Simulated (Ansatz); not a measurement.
**C2H8O2Ti: how energies converge with the basis set**

Aim: see how fast density functionals converge with the basis set for C2H8O2Ti.

Program: Ansatz 0.2.0, Gaussian basis. Level of theory: one geometry, several basis sets. These are calculated values, not measurements.

The runs, in order: PBE0-D4/def2-SVP; ωB97M-V/def2-SVP; PBE0-D4/def2-QZVPP; ωB97M-V/def2-QZVPP; the functionals' def2-TZVPP values are taken from earlier runs.

## 1. The relaxed structure

An earlier PBE0-D4 in a triple-zeta def2 set relaxation fixed the geometry.

SMILES `[CH3][Ti]([CH3])([OH])[OH]`, 13 atoms, charge 0, spin multiplicity 1.

Atoms are counted from 1 here; the program's logs count them from 0.

Bond lengths: C1–Ti2 2.068 Å, C1–H6 1.095 Å, C1–H7 1.094 Å, C1–H8 1.095 Å, Ti2–C3 2.068 Å, Ti2–O4 1.779 Å, Ti2–O5 1.779 Å, C3–H9 1.095 Å, C3–H10 1.094 Å, C3–H11 1.095 Å, O4–H12 0.954 Å, O5–H13 0.954 Å. Angles: Ti2–C1–H6 109.5°, Ti2–C1–H7 110.8°, Ti2–C1–H8 109.5°, H6–C1–H7 108.8°, H6–C1–H8 109.4°, H7–C1–H8 108.8°, C1–Ti2–C3 105.3°, C1–Ti2–O4 108.0°, C1–Ti2–O5 108.0°, C3–Ti2–O4 108.0°, C3–Ti2–O5 108.0°, O4–Ti2–O5 118.8°, Ti2–C3–H9 109.5°, Ti2–C3–H10 110.8°, Ti2–C3–H11 109.5°, H9–C3–H10 108.8°, H9–C3–H11 109.4°, H10–C3–H11 108.8° and more.

As a file:

```xyz
13
C2H8O2Ti
C    -1.71797    0.57149    0.15310
Ti    0.17925    0.00055   -0.44099
C     1.13936   -0.58670    1.29444
O     0.02072   -1.42616   -1.49113
O     1.01415    1.43898   -1.07144
H    -1.64411    1.39492    0.87061
H    -2.31048    0.90360   -0.70499
H    -2.22451   -0.27679    0.62443
H     1.17424    0.25339    1.99540
H     2.16265   -0.91125    1.08178
H     0.59325   -1.41838    1.75095
H     0.15238   -1.90688   -2.30419
H     1.48147    1.92864   -1.74327
```

## 2. PBE0-D4 in def2-SVP

in.yaml reads:

```yaml
crystal:
  periodic: [false, false, false]
  atoms:
    - {symbol: C, position_ang: [-1.717966, 0.571491, 0.153102]}
    - {symbol: Ti, position_ang: [0.179255, 0.000548, -0.440990]}
    - {symbol: C, position_ang: [1.139357, -0.586700, 1.294437]}
    - {symbol: O, position_ang: [0.020718, -1.426163, -1.491134]}
    - {symbol: O, position_ang: [1.014152, 1.438976, -1.071440]}
    - {symbol: H, position_ang: [-1.644111, 1.394924, 0.870614]}
    - {symbol: H, position_ang: [-2.310483, 0.903601, -0.704986]}
    - {symbol: H, position_ang: [-2.224505, -0.276789, 0.624426]}
    - {symbol: H, position_ang: [1.174238, 0.253387, 1.995399]}
    - {symbol: H, position_ang: [2.162652, -0.911251, 1.081784]}
    - {symbol: H, position_ang: [0.593250, -1.418378, 1.750946]}
    - {symbol: H, position_ang: [0.152380, -1.906885, -2.304192]}
    - {symbol: H, position_ang: [1.481465, 1.928641, -1.743268]}
basis:
  gaussian: {orbitals: def2-SVP}
hamiltonian: {xc: pbe0, dispersion: d4}
output: {orbitals: {seedname: orbitals}}
```

Run with:

```console
ansatz run in.yaml --threads 4 --pin off --events-out ev --progress --plain --max-ram 11315MiB
```

After this run come: ωB97M-V in def2-SVP; PBE0-D4 in def2-QZVPP; ωB97M-V in def2-QZVPP.

**Question.** What will the summary of the whole plan be? Wanted: PBE0-D4: double and triple zeta above quadruple; ωB97M-V: double and triple zeta above quadruple.

As calculated:

| quantity | value |
| --- | --- |
| PBE0-D4: double and triple zeta above quadruple | 11.53, 0.81 eV |
| ωB97M-V: double and triple zeta above quadruple | 11.77, 0.77 eV |

PBE0-D4 gains 10.71 eV from double to triple zeta, then 0.81 eV more. Total energies overstate the basis error of differences, where much of it tends to cancel.
